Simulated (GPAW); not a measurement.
# Al in GPAW: reference runs

Aim: a first look at Al with PBE, on the cell as given.

Everything below comes from runs of GPAW 26.7.0. Logs are shortened: lines on timing, memory, paths and dates and some standing lists are left out, and cuts for length are marked. The log counts tension as positive stress, the text compression.

**1. The cell of the first run**

The cell holds a slab with vacuum, 5 atoms: a = 2.862 Å, b = 2.862 Å, c = 24.348 Å, α = 90.00°, β = 90.00°, γ = 120.00°.

**2. Single point, PBE (the (1 1 1) slab of Al, cut from the database cell, not relaxed)**

Input file run.py:

```python
import numpy as np
from ase import Atoms
from ase.dft.bandgap import bandgap
from ase.io import write
from ase.units import Bohr
from gpaw import GPAW, PW
from gpaw.elf import elf_from_dft_calculation

atoms = Atoms(['Al', 'Al', 'Al', 'Al', 'Al'],
              cell=[[2.862339966, 0, 0],
                    [-1.431169983, 2.4788591248, 0],
                    [0.0, 0.0, 24.3483631827]],
              scaled_positions=[[0.6666666667, 0.3333333333, 0.3080289194],
                                [0.3333333333, 0.6666666667, 0.4040144597],
                                [0.0, 0.0, 0.5],
                                [0.6666666667, 0.3333333333, 0.5959855403],
                                [0.3333333333, 0.6666666667, 0.6919710806]],
              pbc=True)
atoms.pbc = (True, True, False)

calc = GPAW(mode=PW(450),
            xc='PBE',
            kpts={'size': (11, 11, 1), 'gamma': True},
            occupations={'name': 'fermi-dirac', 'width': 0.05},
            nbands=19,
            convergence={'density': 1e-05, 'energy': 1e-05},
            maxiter=150,
            poissonsolver={'dipolelayer': 'xy'},
            txt='gpaw.txt')
atoms.calc = calc
energy = atoms.get_potential_energy()
forces = atoms.get_forces()
calc.write('gs.gpw')
write('result.traj', atoms)
print(f'Energy: {energy:.6f} eV')
print('Forces (eV/A):')
print(forces.round(4))
print('Fermi level:', round(calc.get_fermi_level(), 4), 'eV')
print(f'Gap: {bandgap(calc)[0]:.4f} eV, direct: {bandgap(calc, direct=True)[0]:.4f} eV')

v = calc.get_electrostatic_potential().mean(axis=(0, 1))
z = np.arange(len(v)) * atoms.cell[2, 2] / len(v)
ef = calc.get_fermi_level()
np.savetxt('planar.dat', np.c_[z, v], fmt='%.4f')
below, above = np.interp([1.5, atoms.cell[2, 2] - 1.5], z, v) - ef
print(f'Work functions: bottom {below:.4f} eV, top {above:.4f} eV')
print('Dipole moment:', *calc.get_dipole_moment().round(5), 'e A')

# fields on the real-space grid
write('density.cube', atoms, data=calc.get_pseudo_density() * Bohr**3)
write('potential.cube', atoms, data=calc.get_electrostatic_potential())
write('elf.cube', atoms, data=elf_from_dft_calculation(calc).data)
```

Potentials or basis: GPAW PAW data sets (gpaw-data 1.2.1), pw.

On the command line:

```
OMP_NUM_THREADS=1 python run.py
```

gpaw.txt:

```text
__  _  _
 | _ |_)|_||  |
 |__||  | ||/\| - 26.7.0

Input parameters:
  mode=PW(ecut=450.00000000000006),
  convergence={'density': 1e-05, 'energy': 1e-05},
  kpts=MonkhorstPack(size=(11, 11, 1), gamma=True),
  maxiter=150,
  nbands=19,
  occupations=Occupations(name='fermi-dirac', width=0.05),
  poissonsolver=PoissonSolver(dipolelayer='xy'),
  xc=XC(name='PBE')

Diagonalizing LCAO Hamiltonian
Converting LCAO to pw mode

        Al

           Al

       Al

        Al

           Al

Atoms  # Å, Bohr magnetons
|   | symbol |         x |        y |         z |    initial magnetic moments |
|---|--------|-----------|----------|-----------|-----------------------------|
| 0 |     Al |  1.431170 | 0.826286 |  7.500000 | ( 0.0000,  0.0000,  0.0000) |
| 1 |     Al | -0.000000 | 1.652573 |  9.837091 | ( 0.0000,  0.0000,  0.0000) |
| 2 |     Al |  0.000000 | 0.000000 | 12.174182 | ( 0.0000,  0.0000,  0.0000) |
| 3 |     Al |  1.431170 | 0.826286 | 14.511272 | ( 0.0000,  0.0000,  0.0000) |
| 4 |     Al | -0.000000 | 1.652573 | 16.848363 | ( 0.0000,  0.0000,  0.0000) |

Unit cell  # Å
| periodic |         x |        y |         z |   lengths |     angles |
|----------|-----------|----------|-----------|-----------|------------|
|      yes |  2.862340 | 0.000000 |  0.000000 |  2.862340 |  90.000000 |
|      yes | -1.431170 | 2.478859 |  0.000000 |  2.862340 |  90.000000 |
|       no |  0.000000 | 0.000000 | 24.348363 | 24.348363 | 120.000000 |

Number of symmetries: 12
Symmetry operations  # r_c * U_cc + t_c -> r_c
|    | kind |            matrix            |
|----|------|------------------------------|
|  0 |  σ   |  1, 1, 0,  0,-1, 0,  0, 0, 1 |
|  1 |  S6  |  1, 1, 0, -1, 0, 0,  0, 0,-1 |
|  2 |  E   |  1, 0, 0,  0, 1, 0,  0, 0, 1 |
|  3 |  C2  |  1, 0, 0, -1,-1, 0,  0, 0,-1 |
|  4 |  C2  |  0, 1, 0,  1, 0, 0,  0, 0,-1 |
|  5 |  C3  |  0, 1, 0, -1,-1, 0,  0, 0, 1 |
|  6 |  S6  |  0,-1, 0,  1, 1, 0,  0, 0,-1 |
|  7 |  σ   |  0,-1, 0, -1, 0, 0,  0, 0, 1 |
|  8 |  σ   | -1, 0, 0,  1, 1, 0,  0, 0, 1 |
|  9 |  i   | -1, 0, 0,  0,-1, 0,  0, 0,-1 |
| 10 |  C3  | -1,-1, 0,  1, 0, 0,  0, 0, 1 |
| 11 |  C2  | -1,-1, 0,  0, 1, 0,  0, 0,-1 |

BZ-sampling:
  Number of BZ points: 121
  Number of IBZ points: 16

  Monkhorst-Pack size: [11, 11, 1]
  Monkhorst-Pack shift: [0, 0, 0]

K-points  # in reciprocal-cell coordinates
|     |                                coordinates |     weight |
|-----|--------------------------------------------|------------|
|   0 | (  0.00000000,   0.00000000,   0.00000000) | 0.00826446 |
|   1 | (  0.09090909,   0.00000000,   0.00000000) | 0.04958678 |
|   2 | (  0.18181818,  -0.09090909,   0.00000000) | 0.04958678 |
|   3 | (  0.18181818,   0.00000000,   0.00000000) | 0.04958678 |
|   4 | (  0.27272727,  -0.09090909,   0.00000000) | 0.09917355 |
|   5 | (  0.27272727,   0.00000000,   0.00000000) | 0.04958678 |
|   6 | (  0.36363636,  -0.18181818,   0.00000000) | 0.04958678 |
|   7 | (  0.36363636,  -0.09090909,   0.00000000) | 0.09917355 |
|   8 | (  0.36363636,   0.00000000,   0.00000000) | 0.04958678 |
|   9 | (  0.36363636,   0.36363636,   0.00000000) | 0.04958678 |
| ... |                                            |            |
|  15 | (  0.45454545,   0.45454545,   0.00000000) | 0.04958678 |

Plane wave coefficients: 3807
Cutoff: 450.00000000000006 eV

Spin-components: 1 (collinear spins)
Bands:           19
Projectors:      25
Spin-degeneracy: 2
Datatype:        complex128

Density:
  Valence electrons: 15.0
  Components: 1
  Grid points: [ 15  15 120]
  Charge: 0.0  # |e|

Potential:
  Grid points: [ 15  15 120]

species:
  Al:
    name:    Aluminium
    Z:       13.0
    valence: 3
    core:    10
    charge:  0.0  # [|e|]
    compensation charges:
      type: gauss
      rc: 0.34  # [Å]
      lmax: 2
    cutoffs:
      filter: 1.91  # [Å]
      core: 2.36  # [Å]
    projectors
    | kind |    occ | energy [eV] | rcut [Å] |
    |------|--------|-------------|----------|
    |   3s |  2.000 |      -7.753 |    1.085 |
    |   3p |  1.000 |      -2.712 |    1.085 |
    |    s |        |      19.459 |    1.085 |
    |    p |        |      24.499 |    1.085 |
    |    d |        |       0.000 |    1.085 |

    Using partial waves for Al as LCAO basis

Reference energy: -33017.116324  # eV

eigensolver:
  PPCG
  Converge bands: occupied
  niter=2

density mixing:
  MSR1-Mixer
  Pratt-step length: 0.05
  Maximum mixing coefficient: 0.75
  Old densities: 10
  SVD Regularization: 0.005
  Good broyden scale: 1.0
  Trust region scale: 1.0
  Backstep threshold: 4.0
  History deletion threshold: 6.0
  Fourier metric: weight=20.0, sigma=0.015

occupation numbers:
  Fermi-Dirac:
    width: 0.0500  # eV

<gpaw.new.pw.poisson.DipoleLayerPWPoissonSolver object>
xc functional:
  name: PBE with 2 nearest neighbor stencil
[... 8 lines left out ...]
|iter     | |      energy | eigst |  dens |
|---------|-|-------------|-------|-------|
|iter:   1| |  -18.133353 | -0.13 |       |
|iter:   2| |  -18.031874 | -1.61 | -0.89 |
|iter:   3| |  -18.285506 | -2.41 | -0.94 |
|iter:   4| |  -17.967318 | -2.83 | -1.02 |
|iter:   5| |  -17.941210 | -3.17 | -1.38 |
|iter:   6| |  -17.940588 | -4.25 | -2.10 |
|iter:   7| |  -17.940402 | -5.30 | -2.62 |
|iter:   8| |  -17.940453 | -6.29 | -3.14 |
|iter:   9| |  -17.940434c| -7.12 | -3.53 |
|iter:  10| |  -17.940437c| -7.75c| -4.39 |
|iter:  11| |  -17.940437c| -8.31c| -5.18c|

Converged in 11 steps
Energy contributions relative to reference atoms: (reference = -33017.116324)

Energy contributions:
  Kinetic:          14.966584
  Coulomb:          -7.115329
  Zero:             -0.025979
  External:          0.000000
  Xc:              -25.755042
  Entropy:          -0.021343
  Spinorbit:         0.000000
  ----------------------------
  Free energy:     -17.951108
  Extrapolated:    -17.940437

dipole moment: (-2.455598, -4.253221, -0.000030)  # |e|*Ang

Fermi level: 1.381
Eigenvalues  # (at kpt = [0.000, 0.000, 0.000])
| band index |      eig [eV] | occ [0-2] |
|------------|---------------|-----------|
|          0 |        -9.512 |     2.000 |
|          1 |        -8.806 |     2.000 |
|          2 |        -7.700 |     2.000 |
|          3 |        -6.164 |     2.000 |
|          4 |        -4.260 |     2.000 |
|          5 |        -2.221 |     2.000 |
|          6 |         0.198 |     2.000 |
|          7 |         2.566 |     0.000 |
|          8 |         4.360 |     0.000 |
|          9 |         5.373 |     0.000 |
|         10 |         5.581 |     0.000 |
|         11 |         7.307 |     0.000 |
|         12 |         7.492 |     0.000 |
|         13 |        10.037 |     0.000 |
|         14 |        10.136 |     0.000 |
|        ... |               |           |
|         18 |        12.316 |     0.000 |

No gap
No difference between direct/indirect transitions
vacuum-level: 5.407  # V
Workfunctions: 4.027, 4.027 eV (top, bottom)

Forces  # eV/Ang
|        x |       y |        z |
|----------|---------|----------|
| -0.00000 | 0.00000 | -0.06213 |  # Al   0
|  0.00000 | 0.00000 |  0.08993 |  # Al   1
| -0.00000 | 0.00000 |  0.00000 |  # Al   2
|  0.00000 | 0.00000 | -0.08993 |  # Al   3
|  0.00000 | 0.00000 |  0.06213 |  # Al   4

# Writing to gs.gpw (mode='')
```

Wall time 21 s (1 thread of Arm Neoverse V1, shared host); peak memory 0.19 GiB.

What came out:

```yaml
Free_energy: -17.9511 eV
Largest_force: 0.090 eV/Å
Band_gap_on_the_k_mesh: none (metal or under the smearing width)
Dipole_across_the_slab: 0.00 e·Å
Work_function_of_the_upper_face: 4.03 eV
Work_function_of_the_lower_face: 4.03 eV
```

Forces on the atoms (eV/Å):
```
Al   0.000  0.000 -0.062
Al   0.000  0.000  0.090
Al   0.000  0.000  0.000
Al   0.000  0.000 -0.090
Al   0.000  0.000  0.062
```

Levels at points of the mesh, in eV from the Fermi level:
```csv
k point,band 5,band 6,band 7,band 8,band 9,band 10
"(0.00, 0.00, 0.00)",-5.64,-3.60,-1.18,1.19,2.98,3.99
```
